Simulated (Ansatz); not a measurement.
# Zr3TiN4: the cost of one run

Method: DFT PBE, scalar-relativistic, plane waves, PAW, in Ansatz 0.2.0.

**1. The structure to begin with**

The structure is orthorhombic, space group Cmmm (No. 65). Conventional cell: a = 6.385 Å, b = 9.033 Å, c = 3.201 Å, α = 90.00°, β = 90.00°, γ = 90.00°. Zr (site symmetry 2/m) is surrounded by 6 N at 2.26 Å. Zr (site symmetry mmm) has 6 N at 2.30 to 2.31 Å in its first shell of neighbours. Around Ti (site symmetry mmm) lie 6 N at 2.21 to 2.22 Å. N (site symmetry 2mm) has 2 Ti at 2.22 Å and 4 Zr at 2.26 to 2.31 Å in its first shell of neighbours. Around N (site symmetry m2m) lie 1 Ti at 2.21 Å and 5 Zr at 2.26 to 2.30 Å.

As a file:

```cif
data_structure
_symmetry_space_group_name_H-M 'P 1'
_symmetry_Int_Tables_number 1
_cell_length_a 5.5310
_cell_length_b 5.5310
_cell_length_c 3.2012
_cell_angle_alpha 90.000
_cell_angle_beta 90.000
_cell_angle_gamma 109.491
_cell_volume 92.32
loop_
_atom_site_label
_atom_site_type_symbol
_atom_site_fract_x
_atom_site_fract_y
_atom_site_fract_z
_atom_site_occupancy
Zr1 Zr 0.50000 0.00000 0.00000 1
Zr2 Zr 0.50000 0.50000 0.50000 1
Zr3 Zr 0.00000 0.50000 0.00000 1
Ti1 Ti 0.00000 0.00000 0.50000 1
N1 N 0.76006 0.76006 0.00000 1
N2 N 0.75514 0.24486 0.50000 1
N3 N 0.24486 0.75514 0.50000 1
N4 N 0.23994 0.23994 0.00000 1
```

The start is the relaxed end of an invented cell (made as: elements ordered on the sites of the ZrN type, Ti/Zr on Zr (Cmmm, No. 65)), taken up again for a closer look.

**2. The guess as it stands, on a coarse mesh**

The input, input.yaml:

```yaml
crystal:
  lattice:
    - [3.192532, -4.51659, 0.0]
    - [3.192532, 4.51659, 0.0]
    - [0.0, 0.0, 3.201192]
  atoms:
    - { symbol: Zr, position: [0.5, 0.0, 0.0] }
    - { symbol: Zr, position: [0.5, 0.5, 0.5] }
    - { symbol: Zr, position: [0.0, 0.5, 0.0] }
    - { symbol: Ti, position: [0.0, 0.0, 0.5] }
    - { symbol: "N", position: [0.760056, 0.760056, 0.0] }
    - { symbol: "N", position: [0.755136, 0.244864, 0.5] }
    - { symbol: "N", position: [0.244864, 0.755136, 0.5] }
    - { symbol: "N", position: [0.239944, 0.239944, 0.0] }
basis:
  ecutwfc: 420
kpoints:
  mp_grid: { grid: [4, 4, 6] }
hamiltonian:
  xc: pbe
scf:
  occupations: { method: gaussian, width: 0.1 }
  lower_state_search: "off"
output:
  forces: true
  stress: true
  eigenvalues: true
```

On the command line:

```console
ansatz run input.yaml --threads 4 --pin off --max-ram 8192MiB --backend cpu --events-out ev --progress --plain --runs-dir out
```

**Question.** How long does this run take on 4 threads of Intel Xeon Gold 6455B (Sapphire Rapids), shared host, and how much memory does it need?

About 1.1 s, with a peak of 0.52 GiB.
